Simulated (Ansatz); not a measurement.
# Ti: a line through a two-coordinate scan

One line of a two-coordinate grid on Ti (P6_3/mmc, No. 194; 2 atoms in the cell): normal strain along z is varied, at normal strain along x = −11.0 %.

Program: Ansatz 0.2.0. Level of theory: DFT r2SCAN, scalar-relativistic, plane waves, PAW. These are calculated values, not measurements.

1 further run of the same task is left out (set aside as unsound or not needed).

## Step 1: The system as given

Symmetry: P6_3/mmc, No. 194, hexagonal system. Conventional cell: a = 2.935 Å, b = 2.935 Å, c = 4.638 Å, α = 90.00°, β = 90.00°, γ = 120.00°. Ti (site symmetry -6m2) is surrounded by 12 Ti at 2.87 to 2.94 Å.

Coordinates:

```
Ti
1.0
     2.93509    0.00000    0.00000
    -1.46754    2.54186    0.00000
     0.00000    0.00000    4.63842
Ti
2
Cartesian
  0.0000 1.6946 1.1596
  1.4675 0.8473 3.4788
```

It is the result of an earlier relaxation at this level (volume 17.30 Å³/atom; gap on the mesh: none (metal)).

## Step 2: Plan of the line

The energy is mapped over two homogeneous strains (x along [1 0 0], y along [1 2 0], z along [0 0 1] of the conventional cell).

The axes are (1) normal strain along x: 5 values from −11.0 %; (2) normal strain along z: 5 values from −7.0 %.

Nothing else is relaxed (fractional coordinates fixed). Energies count from the relaxed crystal. Points are written as (first, second).

## Step 3: Grid point (−11.0 %, −7.0 %)

The input, input.yaml:

```yaml
crystal:
  lattice:
    - [2.6122282847, 0.0, 0.0]
    - [-1.3061141424, 2.541860736, 0.0]
    - [0.0, 0.0, 4.313729273]
  atoms:
    - { symbol: Ti, position: [0.3333333333, 0.6666666667, 0.25] }
    - { symbol: Ti, position: [0.6666666667, 0.3333333333, 0.75] }
basis:
  ecutwfc: 520.0
kpoints:
  mp_grid: { grid: [18, 18, 10] }
hamiltonian:
  xc: r2scan
scf:
  occupations: { method: cold, width: 0.05 }
output:
  forces: true
  stress: true
  eigenvalues: true
```

Run with:

```bash
> ansatz run input.yaml --threads 1 --pin off --max-ram 2048MiB --backend cpu --events-out ev --progress --plain --runs-dir out
```

Further runs follow: the other points of the line.

Q: Predict the outcome of this session. Wanted: for each run, normal strain along z; energy; slope; pressure; largest force on an atom.

As calculated:

```
normal strain along z (%)  step  energy (meV/atom)  slope (meV/atom per %)  pressure (GPa)  largest force on an atom (eV/Å)
                     −7.0     3                303                   −28.8            30.0                            0.328
                     −3.5     4                219                   −19.3            22.9                            0.299
                      0.0     5                167                   −10.7            16.6                            0.278
                      3.5     6                142                    −3.3            10.9                            0.241
                      7.0     7                143                     3.3             6.0                            0.228
```

Energies count from the relaxed crystal. Slopes come from the forces (and the stress, where the cell changes), not from differences of energies.

The lowest point of the line is at 3.5 %, 142 meV/atom from the zero. Energies and slopes round the minimum, fitted together, put the minimum at 5.11 %, with a curvature of about 2 meV/atom per %². Divided by the reference volume, that is a stiffness of about 180 GPa for this pattern of strain, with the ions clamped. The highest point computed, at −7.0 %, lies 160 meV/atom above the lowest. This is one cut through a surface in two coordinates; the map's lowest point lies off it. With the other coordinates free, the energies away from the reference would be the same or lower.
